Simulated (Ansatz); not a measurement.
**Al2BN3: one candidate of a structure search**

Aim: relax a trial structure of Al2BN3 and see where it ends.

Computed with Ansatz 0.2.0 (DFT PBE, scalar-relativistic, plane waves, PAW, unless a step's input says otherwise).

## 1. The structure to begin with

Symmetry: P-4m2, No. 115, tetragonal system. Conventional cell: a = 3.307 Å, b = 3.307 Å, c = 5.501 Å, α = 90.00°, β = 90.00°, γ = 90.00°. Al (site symmetry 2mm) is surrounded by 2 B at 2.21 Å and 7 N at 2.21 to 2.36 Å. Around B (site symmetry -4m2) lie 4 Al at 2.21 Å. N (site symmetry -4m2) has 4 Al at 2.21 Å as nearest neighbours. N (site symmetry 2mm) is surrounded by 5 Al at 2.25 to 2.36 Å.

As a file:

```
CELL_PARAMETERS angstrom
3.30681 0.00000 0.00000
0.00000 3.30681 0.00000
0.00000 0.00000 5.50067
ATOMIC_POSITIONS crystal
Al 0.50000 0.00000 0.26714
Al 0.00000 0.50000 0.73286
B 0.50000 0.50000 0.00000
N 0.00000 0.00000 0.00000
N 0.50000 0.00000 0.67563
N 0.00000 0.50000 0.32437
```

The cell is invented: species swapped into a database cell of Mn3CoAs2 (P-4m2, No. 115), with N on the Mn sites, B on the Co sites and Al on the As sites. Its size is a rough estimate.

## 2. A first look at the guess

Contents of input.yaml:

```yaml
crystal:
  lattice:
    - [3.30681033, 0.0, 0.0]
    - [0.0, 3.30681033, 0.0]
    - [0.0, 0.0, 5.50066733]
  atoms:
    - { symbol: Al, position: [0.5, 0.0, 0.26714101] }
    - { symbol: Al, position: [0.0, 0.5, 0.73285899] }
    - { symbol: B, position: [0.5, 0.5, 0.0] }
    - { symbol: "N", position: [0.0, 0.0, 0.0] }
    - { symbol: "N", position: [0.5, 0.0, 0.67562503] }
    - { symbol: "N", position: [0.0, 0.5, 0.32437497] }
basis:
  ecutwfc: 420
kpoints:
  mp_grid: { grid: [6, 6, 4] }
hamiltonian:
  xc: pbe
scf:
  occupations: { method: gaussian, width: 0.1 }
  lower_state_search: "off"
output:
  forces: true
  stress: true
  eigenvalues: true
```

Run with:

```sh
> ansatz run input.yaml --threads 1 --pin off --max-ram 2560MiB --backend cpu --events-out ev --progress --plain --runs-dir out
```

Further runs follow: spin check on a coarse mesh; a loose first relaxation; full relaxation.

Before running it: what results should come out? Wanted: conventional cell; volume; energy over the elements; gap on the mesh.

The runs gave:

| quantity | value |
| --- | --- |
| symmetry at the end (tolerance 0.05 Å) | space group P-4m2 (No. 115) |
| conventional cell | a = 2.631 Å, b = 2.631 Å, c = 10.173 Å, α = 90.00°, β = 90.00°, γ = 90.00° |
| volume | 11.74 Å³/atom |
| energy over the elements (uncorrected; H, N, O, F and Cl as molecules) | -0.05 eV/atom |
| gap on the mesh | none (metal) |

The space group P-4m2 (No. 115) is kept, and the volume per atom grows by 17.1 % from the first guess. The formation energy of this structure is too near zero to say whether it is bound against the elements. No finished test with a distortion of lower symmetry is shown, so the end may be a saddle point. Some metallic runs here have no spin polarisation while others do, so their energies compare only roughly. Other magnetic orders were not searched.
